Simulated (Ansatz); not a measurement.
# C₂H₅FGeO: small, medium and large basis sets

The task here is to estimate one member of a computed series from the others.

Computed with Ansatz 0.2.0, Gaussian basis. Level: one geometry, several basis sets.

The runs, in order: PBE0-D4/def2-SVP; ωB97M-V/def2-SVP; PBE0-D4/def2-QZVPP; ωB97M-V/def2-QZVPP; the functionals' def2-TZVPP values are taken from earlier runs.

### The geometry

All runs share one geometry, relaxed beforehand with PBE0-D4 in a triple-zeta def2 set.

SMILES `C[C](=O)[GeH2][F]`, 10 atoms, charge 0, spin multiplicity 1.

Atoms are counted from 1 here; the program's logs count them from 0.

Bond lengths: C1–C2 1.495 Å, C1–H6 1.094 Å, C1–H7 1.095 Å, C1–H8 1.090 Å, C2–O3 1.204 Å, C2–Ge4 2.008 Å, Ge4–F5 1.750 Å, Ge4–H9 1.534 Å, Ge4–H10 1.535 Å. Angles: C2–C1–H6 109.5°, C2–C1–H7 109.4°, C2–C1–H8 110.6°, H6–C1–H7 106.0°, H6–C1–H8 110.6°, H7–C1–H8 110.5°, C1–C2–O3 124.1°, C1–C2–Ge4 119.2°, O3–C2–Ge4 116.7°, C2–Ge4–F5 107.4°, C2–Ge4–H9 111.5°, C2–Ge4–H10 111.6°, F5–Ge4–H9 106.6°, F5–Ge4–H10 106.5°, H9–Ge4–H10 112.7°.

The first run:

Input file in.yaml:

```yaml
crystal:
  periodic: [false, false, false]
  atoms:
    - {symbol: C, position_ang: [-1.318310, 0.600562, 0.368114]}
    - {symbol: C, position_ang: [-0.430927, -0.012084, -0.667002]}
    - {symbol: O, position_ang: [-0.754639, -0.190024, -1.812992]}
    - {symbol: Ge, position_ang: [1.421996, -0.588723, -0.152213]}
    - {symbol: F, position_ang: [1.642358, -0.190052, 1.537390]}
    - {symbol: H, position_ang: [-0.829884, 1.482975, 0.792879]}
    - {symbol: H, position_ang: [-1.448091, -0.101260, 1.197912]}
    - {symbol: H, position_ang: [-2.284212, 0.866420, -0.062404]}
    - {symbol: H, position_ang: [2.490712, 0.190352, -0.930340]}
    - {symbol: H, position_ang: [1.593998, -2.109266, -0.268445]}
basis:
  gaussian: {orbitals: def2-SVP}
hamiltonian: {xc: pbe0, dispersion: d4}
output: {orbitals: {seedname: orbitals}}
```

Steps of the session up to this table: PBE0-D4 in def2-SVP; ωB97M-V in def2-SVP; PBE0-D4 in def2-QZVPP; ωB97M-V in def2-QZVPP.

One table of the session follows, with a row left open; its other results are not shown here.

It belongs to the step «Density functionals: the series». 

```
functional       basis  HOMO (eV)
   PBE0-D4    def2-SVP      -7.09
   PBE0-D4  def2-TZVPP      -7.21
   PBE0-D4  def2-QZVPP      -7.24
   ωB97M-V    def2-SVP      -9.32
   ωB97M-V  def2-TZVPP          ?
   ωB97M-V  def2-QZVPP      -9.50
```

**Question.** Estimate the row for ωB97M-V, def2-TZVPP.

**Answer.** HOMO (eV): -9.46. In the column «HOMO (eV)» it lies between ωB97M-V, def2-QZVPP (-9.50) and ωB97M-V, def2-SVP (-9.32).
